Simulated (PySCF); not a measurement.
# SeZr2: changing the method

Aim: see what other levels and later steps give for SeZr2.

The runs use PySCF 2.14.0; each script names its method and basis.

1 further run of the same task is left out (it didn't finish).

## 1. Starting geometry

SeZr2: 3 atoms, charge 0, spin multiplicity 1.

Bond lengths: Se1–Zr2 2.573 Å, Se1–Zr3 2.573 Å, Zr2–Zr3 2.993 Å. Angles: Zr2–Se1–Zr3 71.1°, Se1–Zr2–Zr3 54.4°, Se1–Zr3–Zr2 54.4°.

Geometry (Å):

```mol
SeZr2
  3D, bonds by distance, orders not assigned

  3  3  0  0  0  0  0  0  0  0999 V2000
    0.0000    0.0000   -1.4486 Se  0  0
    1.4964    0.0000    0.6439 Zr  0  0
   -1.4964    0.0000    0.6439 Zr  0  0
  1  2  8  0
  1  3  8  0
  2  3  8  0
M  END
```

## 2. The base run

input.py reads:

```python
from pyscf import gto, scf, mp

mol = gto.M(
    atom='Se 0 0 -1.4486; Zr 1.4964 0 0.6439; Zr -1.4964 0 0.6439',
    basis='3-21g',
    charge=0,
    spin=0,
    verbose=3,
)
mf = scf.UHF(mol)
mf = mf.newton()
mf.kernel()
mp.MP2(mf, frozen=37).kernel()
mf.dip_moment()
print('orbital energies (hartree):', [e[max(0, n-3):n+3].round(4) for e, n in zip(mf.mo_energy, mol.nelec)])
```

Run with:

```bash
$ OMP_NUM_THREADS=1 python input.py
```

## 3. Frozen orbitals 57

Variant 1 changes frozen orbitals: 37 → 57.

input.py, as its differences from that of step 2:

```diff
@@ -12,3 +12,3 @@
 mf.kernel()
-mp.MP2(mf, frozen=37).kernel()
+mp.MP2(mf, frozen=57).kernel()
 mf.dip_moment()
```

## 4. RHF

Variant 2 changes SCF type: UHF → RHF.

input.py reads:

```python
from pyscf import gto, scf, mp

mol = gto.M(
    atom='Se 0 0 -1.4486; Zr 1.4964 0 0.6439; Zr -1.4964 0 0.6439',
    basis='3-21g',
    charge=0,
    spin=0,
    verbose=3,
)
mf = scf.RHF(mol)
mf = mf.newton()
mf.kernel()
mp.MP2(mf, frozen=37).kernel()
mf.dip_moment()
print('orbital energies (hartree):', mf.mo_energy[..., max(0, mol.nelec[1]-3):mol.nelec[0]+3].round(4))
```

## 5. SCF alone

Variant 3 changes step after the SCF: mp2 → none.

input.py, as its differences from that of step 2:

```diff
@@ -1,2 +1,2 @@
-from pyscf import gto, scf, mp
+from pyscf import gto, scf
 
@@ -12,3 +12,2 @@
 mf.kernel()
-mp.MP2(mf, frozen=37).kernel()
 mf.dip_moment()
```

Before running it: what results should come out? Wanted: for each run, E(SCF); from base; gap; SCF dipole; after the SCF.

As calculated:

```tsv
run	E(SCF) (hartree)	from base (eV)	gap (eV)	SCF dipole (D)	after the SCF
base	-9432.544595	0	5.55	3.69	MP2 correlation -8.919 eV, core frozen
frozen orbitals 57	-9432.544595	not comparable	5.55	3.69	n/a
RHF	-9432.485348	+1.6122	5.30	3.46	MP2 correlation -9.300 eV, core frozen
SCF alone	-9432.544595	0.0000	5.55	3.69	n/a
```

In words: Rows marked «poor choice» come from settings spoiled on purpose.
